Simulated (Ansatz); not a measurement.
CH4BrFSi, SMILES FC[SiH2]Br, a ladder of methods at one geometry

Program: the Ansatz DFT code, driven from Python.

Input file `ch4brfsi.xyz`:
```text
8

F    -0.76930    1.72500    0.31390
C     0.15110    0.94940   -0.19490
Si   -0.27200   -0.79780    0.19800
Br    1.43530   -2.09600   -0.61190
H     1.10610    1.26480    0.22730
H     0.20400    1.13850   -1.27440
H    -1.50160   -1.22990   -0.38770
H    -0.26150   -1.01120    1.67390
```

`methods.py`
```python
"""CH4BrFSi at several levels of theory."""

from pathlib import Path

import ansatz
import numpy as np


def main() -> None:
    molecule = ansatz.Crystal.molecule_from_extxyz("ch4brfsi.xyz")

    setup = molecule.calculation().basis(gaussian="def2-SVP")

    print("functional    E (Ha)        dipole (D)   HOMO (eV)  LUMO (eV)")
    for name in ["hse06", "cam_b3lyp", "pbe0", "blyp"]:
        summary = setup.functional(name).forces().orbitals().run(threads=1, runs_dir="runs").report
        lines = Path(summary["orbitals_path"]).read_text().splitlines()
        field_of = lambda key: [line.split("=")[1].strip() for line in lines if line.startswith(key)]
        orbitals = [(27.211386 * float(e), s, float(n)) for e, s, n in zip(field_of("Ene="), field_of("Spin="), field_of("Occup="))]
        homo = max(e for e, _, n in orbitals if n > 0.5)
        lumo = min(e for e, _, n in orbitals if n < 0.5)
        dipole = 4.803205 * np.linalg.norm(summary["charge_distribution"]["dipole_moment_e_ang"])
        print(f"{name:10s} {summary['free_energy_ev'] / 27.211386246:14.6f} {dipole:9.3f} {homo:11.3f} {lumo:10.3f}")


if __name__ == "__main__":
    main()
```

```console
$ python methods.py
functional    E (Ha)        dipole (D)   HOMO (eV)  LUMO (eV)
hse06        -3002.940083     0.841      -7.807     -0.699
cam_b3lyp    -3003.591317     0.807      -9.479      0.866
pbe0         -3002.948291     0.841      -8.207     -0.319
blyp         -3003.487102     0.836      -6.598     -0.984
```

Notes:
- Total energies depend on the basis set; only differences at equal settings carry meaning.
- The geometry is a force-field or estimated start, not a minimum of this method, and the basis set is short of its limit. A lower total doesn't mark the better method: functionals have no common bound, and MP2 and coupled cluster aren't variational.
- Levels such as HOMO and LUMO are orbital energies: with these approximate functionals they aren't the ionisation energy and electron affinity, and their gap isn't the fundamental gap.
- hse06 follows the composition of plane-wave codes, whose totals differ by tens of mHa, up to about 0.1 Ha, from the form usual in Gaussian-basis programs (wpbeh).
- The whole script took 18 s on 1 thread of Arm Neoverse V1 (shared host), peak memory 0.3 GiB.

(Lines on the test bed's own set-up are left out of the output.)
